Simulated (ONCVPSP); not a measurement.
# An ONCV potential for vanadium, from input to tests

Task: generate the file, and judge it by its errors in other configurations, its logarithmic derivatives, its ghosts and its cutoff.

Program: ONCVPSP 4.0.1. Reference atom: PBE, scalar-relativistic, spherical and spin-unpolarised. All values are calculated.

## 1. Starting point

Typed settings, in words:

```
element                 : vanadium (V, Z = 23)
type                    : optimised norm-conserving Vanderbilt (ONCV)
frozen core             : [Ne]
valence charge          : 13
reference configuration : 3s2 3p6 3d3 4s1 4p1
partial waves           : 3s+4s: rc 1.40 bohr, ncon 4, nbas 8, qcut 9.6 1/bohr, 2 projectors; 3p+4p: rc 1.40 bohr, ncon 3, nbas 6, qcut 10.4 1/bohr, 2 projectors; 3d: rc 1.60 bohr, ncon 4, nbas 9, qcut 8.4 1/bohr, 2 projectors, debl 2.7 Ha
local potential         : polynomial inside 1.15 bohr (lpopt 5, dvloc0 4 Ha)
core correction         : Teter function, fcfact 2, rcfact 1.15
```

The outer shells as boxes (Hund's rule for the drawing; the calculation is spin-unpolarised):

```
[Ne] core
3s [↑↓]
3p [↑↓][↑↓][↑↓]
3d [↑ ][↑ ][↑ ][  ][  ]
4s [↑ ]
4p [↑ ][  ][  ]
```

An earlier all-electron run gives the scale for the radii.

All-electron outer shells of the reference configuration (PBE, scalar-relativistic, ld1.x):

```tsv
shell	level (eV)	outermost node (bohr)	outermost maximum (bohr)
2s	-604.01	0.09	0.26
2p	-504.53	–	0.21
3s	-71.66	0.38	0.82
3p	-45.46	0.35	0.84
3d	-6.50	–	0.90
4s	-5.53	1.17	2.72
4p	-2.10	1.30	3.54
```

## 2. Generating the potential

File V.dat:

```
# ATOM AND REFERENCE CONFIGURATION
# atsym  z   nc   nv     iexc    psfile
  V 23.00    3    5        4      upf
#
#   n    l    f
    1    0    2.00
    2    0    2.00
    2    1    6.00
    3    0    2.00
    3    1    6.00
    3    2    3.00
    4    0    1.00
    4    1    1.00
#
# PSEUDOPOTENTIAL AND OPTIMIZATION
# lmax
    2
#
#   l,   rc,      ep,       ncon, nbas, qcut
    0    1.40    0.00    4    8    9.60
    1    1.40    0.00    3    6   10.40
    2    1.60    0.00    4    9    8.40
#
# LOCAL POTENTIAL
# lloc, lpopt,  rc(5),   dvloc0
    4    5    1.15    4.00
#
# VANDERBILT-KLEINMAN-BYLANDER PROJECTORs
# l, nproj, debl
    0    2    2.00
    1    2    2.20
    2    2    2.70
#
# MODEL CORE CHARGE
# icmod, fcfact, rcfact
    3    2.00    1.15
#
# LOG DERIVATIVE ANALYSIS
# epsh1, epsh2, depsh
   -4.00    5.00    0.02
#
# OUTPUT GRID
# rlmax, drl
    6.00    0.01
#
# TEST CONFIGURATIONS
# ncnf
    4
# nvcnf
#   n    l    f
    5
    3    0    2.00
    3    1    6.00
    3    2    3.00
    4    0    2.00
    4    1    0.00
#
    5
    3    0    2.00
    3    1    6.00
    3    2    3.00
    4    0    1.00
    4    1    0.00
#
    5
    3    0    2.00
    3    1    6.00
    3    2    3.00
    4    0    0.00
    4    1    0.00
#
    5
    3    0    2.00
    3    1    6.00
    3    2    2.00
    4    0    2.00
    4    1    1.00
#
```

Run with:

```console
$ oncvpsp.x < V.dat > V.out
```

What does the calculation give? Wanted: cutoffs for 1 and 0.1 mHa per electron, occupied waves; bound ghosts; GHOST(+) flags; largest test error; largest phase difference near zero energy, channels read; rms error of d²Exc/dn², without and with the model core.

The runs gave:

| quantity | value |
| --- | --- |
| cutoffs for 1 and 0.1 mHa per electron, occupied waves | 30 Ha and 35 Ha |
| bound ghosts | none found |
| GHOST(+) flags | none at low energy |
| largest test error (AE − PS) | +53 meV, for 3s2 3p6 3d2 4s2 4p1 |
| largest phase difference near zero energy, channels read | 0.000 rad |
| rms error of d²Exc/dn², without and with the model core | 1.05 and 0.72 mHa |

By total energies transferability is fair: the largest error is 53 meV on 2.4 eV, for 3s2 3p6 3d2 4s2 4p1. It counts as of middling hardness, with 30 Ha needed at the looser tolerance. It is free of bound ghosts as far as tested. Near zero energy the phases of the channels with partial waves agree within 0.001 rad.
